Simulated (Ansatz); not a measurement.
# Ti: the cost of one run

Method: DFT PBEsol, scalar-relativistic, plane waves, PAW, in Ansatz 0.2.0.

73 further runs of the same task are left out: 73 set aside as unsound or not needed. Runs told in other sessions of the task aren't counted.

## (1) Starting point

It takes space group P6/mmm (No. 191, hexagonal). Conventional cell: a = 4.515 Å, b = 4.515 Å, c = 2.798 Å, α = 90.00°, β = 90.00°, γ = 120.00°. Ti (site symmetry 6/mmm) is surrounded by 14 Ti at 2.80 to 2.96 Å. Around Ti (site symmetry -6m2) lie 11 Ti at 2.61 to 2.96 Å.

As a file:

```
Ti
1.0
     4.51492    0.00000    0.00000
    -2.25746    3.91003    0.00000
     0.00000    0.00000    2.79831
Ti
3
Direct
  0.00000 0.00000 0.00000
  0.33333 0.66667 0.50000
  0.66667 0.33333 0.50000
```

It goes back to an entry of the Materials Project, which need not be the stable form.

This cell was relaxed beforehand with the same method: volume 16.47 Å³/atom, gap on the mesh none (metal).

## (2) Plan of the line

The energy is mapped over the lattice constants a and c of the conventional cell.

- lattice constant a (and b): 11 values from 4.380 to 4.650 Å
- lattice constant c: 11 values from 2.462 to 3.134 Å

Nothing else is relaxed (symmetry fixes all fractional coordinates). Energies count from the relaxed crystal. Points are written as (first, second).

## (3) The run at (4.380 Å, 3.000 Å)

input.yaml reads:

```yaml
crystal:
  lattice:
    - [4.3795, 0.0, 0.0]
    - [-2.18975, 3.7927582559, 0.0]
    - [0.0, 0.0, 2.9998]
  atoms:
    - { symbol: Ti, position: [0.0, 0.0, 0.0] }
    - { symbol: Ti, position: [0.3333333333, 0.6666666667, 0.5] }
    - { symbol: Ti, position: [0.6666666667, 0.3333333333, 0.5] }
basis:
  ecutwfc: 520.0
kpoints:
  mp_grid: { grid: [12, 12, 14] }
hamiltonian:
  xc: pbesol
  pseudopotentials: { kind: paw, azcp: { folder: soft_1 } }
scf:
  occupations: { method: gaussian, width: 0.15 }
output:
  forces: true
  stress: true
  eigenvalues: true
```

On the command line:

```bash
ansatz run input.yaml --threads 2 --pin off --max-ram 4096MiB --backend cpu --events-out ev --progress --plain --runs-dir out
```

Q: Estimate wall time and peak memory on 2 threads of Intel Xeon 6975P-C (Granite Rapids), shared host.

About 3.9 s, with a peak of 0.52 GiB.
